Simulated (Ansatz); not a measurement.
# TiB2: straining the crystal, biaxial strain in the a-b plane

The task here is to estimate one member of a computed series from the others.

Method: DFT PBE, scalar-relativistic, plane waves, PAW, in Ansatz 0.2.0.

2 further runs of the same task are left out: 2 set aside as unsound or not needed.

### The starting structure

Symmetry: P6/mmm, No. 191, hexagonal system. Conventional cell: a = 3.032 Å, b = 3.032 Å, c = 3.223 Å, α = 90.00°, β = 90.00°, γ = 120.00°. Ti (site symmetry 6/mmm) has 12 B at 2.38 Å as nearest neighbours. B (site symmetry -6m2) is surrounded by 3 B at 1.75 Å and 6 Ti at 2.38 Å.

Coordinates:

```cif
data_structure
_symmetry_space_group_name_H-M 'P 1'
_symmetry_Int_Tables_number 1
_cell_length_a 3.0321
_cell_length_b 3.0321
_cell_length_c 3.2234
_cell_angle_alpha 90.000
_cell_angle_beta 90.000
_cell_angle_gamma 120.000
_cell_volume 25.67
loop_
_atom_site_label
_atom_site_type_symbol
_atom_site_fract_x
_atom_site_fract_y
_atom_site_fract_z
_atom_site_occupancy
Ti1 Ti 0.00000 0.00000 0.00000 1
B1 B 0.33333 0.66667 0.50000 1
B2 B 0.66667 0.33333 0.50000 1
```

It goes back to an entry of the Materials Project.

This cell was relaxed beforehand with the same method: volume 8.56 Å³/atom, gap on the mesh none (metal).

Set-up of the first run:

Input file input.yaml:

```yaml
crystal:
  lattice:
    - [3.0321444967, 0.0, 0.0]
    - [-1.5160722483, 2.625914162, 0.0]
    - [0.0, 0.0, 3.2233859791]
  atoms:
    - { symbol: Ti, position: [0.0, 0.0, 0.0] }
    - { symbol: B, position: [0.3333333333, 0.6666666667, 0.5] }
    - { symbol: B, position: [0.6666666667, 0.3333333333, 0.5] }
basis:
  ecutwfc: 420
kpoints:
  mp_grid: { grid: [15, 15, 14] }
hamiltonian:
  xc: pbe
scf:
  occupations: { method: gaussian, width: 0.1 }
output:
  forces: true
  stress: true
  eigenvalues: true
```

Started as:

```bash
ansatz run input.yaml --threads 1 --pin off --max-ram 1331MiB --backend cpu --events-out ev --progress --plain --runs-dir out
```

Steps of the session up to this table: Zero strain; The cell strained by -2.0 %; At +2.0 %; At -4.0 %; At +4.0 %; Strain -6.0 %; Strain +6.0 %.

One of the session's tables, all rows but one given; the rest of the session is left out.

It belongs to the step «Energy and stress against strain (a metal throughout)». Lengths are those of the vectors of the cell that was run; stresses in GPa:

| strain (%) | ΔE (meV/atom) | a (Å) | b (Å) | c (Å) |
| --- | --- | --- | --- | --- |
| -6.0 | 148.0 | 2.850 | 2.850 | 3.317 |
| -4.0 | 62.8 | 2.911 | 2.911 | 3.285 |
| -2.0 | 15.0 | 2.972 | 2.972 | 3.254 |
| +0.0 | 0.0 | 3.032 | 3.032 | 3.223 |
| +2.0 | ? | ? | ? | ? |
| +4.0 | 52.6 | 3.153 | 3.153 | 3.169 |
| +6.0 | 113.5 | 3.214 | 3.214 | 3.143 |

Estimate the missing values for strain (%) = +2.0.

Worked estimate for «ΔE (meV/atom)». A straight line through the neighbours (0.0, 0.0) and (4.0, 52.6) gives 0.0 + (52.6 − 0.0) × (2.0 − 0.0) / (4.0 − 0.0) = 26.3; a parabola fitted to 4 rows on both sides gives 13.6.

The run gave: ΔE (meV/atom): 13.7; a (Å): 3.093; b (Å): 3.093; c (Å): 3.195. In «ΔE (meV/atom)» the line misses by +12.6 and the parabola by -0.1.

ΔE is over the unstrained cell. Stress in GPa, positive in compression, on the Cartesian axes of the input. 
